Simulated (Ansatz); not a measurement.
# H4O2Si: the cost of one run

Computed with Ansatz 0.2.0, Gaussian basis. Level: PBE0-D4/def2-TZVP structures, single points in def2-TZVPP, no counterpoise correction.

Levels: SPW92, PBE-D4, BLYP-D4, r2SCAN-D4, B97M-V, PBE0-D4, B3LYP-D4, r2SCAN0-D4, BHLYP-D4, CAM-B3LYP-D4, wB97X-V, wB97M-V, B2PLYP, PBE-QIDH, RPA on PBE, Hartree-Fock, MP2, CCSD, CCSD(T).

Cores are frozen in the correlated methods. B3LYP uses VWN-RPA correlation. B2PLYP carries no dispersion term here.

94 further runs of the same task are left out: 94 set aside as unsound or not needed. Runs told in other sessions of the task aren't counted.

## 1. The system as given

The complex: 12 atoms, charge 0, spin multiplicity 1.

Atoms are counted from 1 here; the program's logs count them from 0.

Bond lengths: Si1–H3 1.491 Å, Si1–H4 1.476 Å, Si1–O5 1.637 Å, Si1–O7 1.645 Å, C2–H6 1.090 Å, C2–H8 1.090 Å, C2–H9 1.090 Å, C2–H10 1.090 Å, O5–H11 0.958 Å, O7–H12 0.957 Å. Angles: H3–Si1–H4 111.6°, H3–Si1–O5 111.5°, H3–Si1–O7 107.5°, H4–Si1–O5 104.5°, H4–Si1–O7 110.6°, O5–Si1–O7 111.2°, H6–C2–H8 109.2°, H6–C2–H9 109.5°, H6–C2–H10 109.6°, H8–C2–H9 109.4°, H8–C2–H10 109.6°, H9–C2–H10 109.4°, Si1–O5–H11 118.1°, Si1–O7–H12 117.2°.

Geometry (Å):

```xyz
12
charge 0, multiplicity 1
Si   -1.10198    1.16477   -0.25720
C     1.06002   -1.87401    0.56933
H    -2.04219    2.25742   -0.63790
H    -1.82053   -0.01573    0.26158
O    -0.12125    1.61966    0.97192
H     1.00569   -1.50981   -0.45642
O    -0.23202    0.77173   -1.59668
H     1.02494   -1.02657    1.25364
H     0.21556   -2.53459    0.76625
H     1.99039   -2.42334    0.71397
H     0.47907    2.35149    0.82358
H    -0.45779    1.21907   -2.41216
```

Its parts: SiH4O2 holds atoms 1, 3, 4, 5, 7, 11, 12; CH4 holds atoms 2, 6, 8, 9, 10. Each part counts its atoms afresh in its own runs.

## 2. Relaxing SiH4O2 alone

relax-a/in.yaml reads:

```yaml
crystal:
  periodic: [false, false, false]
  atoms:
    - {symbol: Si, position_ang: [-1.101983, 1.164774, -0.257201]}
    - {symbol: H, position_ang: [-2.042191, 2.257420, -0.637903]}
    - {symbol: H, position_ang: [-1.820532, -0.015732, 0.261578]}
    - {symbol: O, position_ang: [-0.121251, 1.619658, 0.971922]}
    - {symbol: O, position_ang: [-0.232019, 0.771731, -1.596684]}
    - {symbol: H, position_ang: [0.479068, 2.351490, 0.823578]}
    - {symbol: H, position_ang: [-0.457793, 1.219075, -2.412163]}
basis:
  gaussian: {orbitals: def2-TZVP}
hamiltonian: {xc: pbe0, dispersion: d4}
relax: {f_tol: 0.005, max_steps: 200}
```

Command:

```console
ansatz run in.yaml --threads 4 --pin off --events-out ev --progress --plain --max-ram 9574MiB
```

**Question.** How long does this run take on 4 threads of Arm Neoverse V1, shared host?

About 4.3 s.
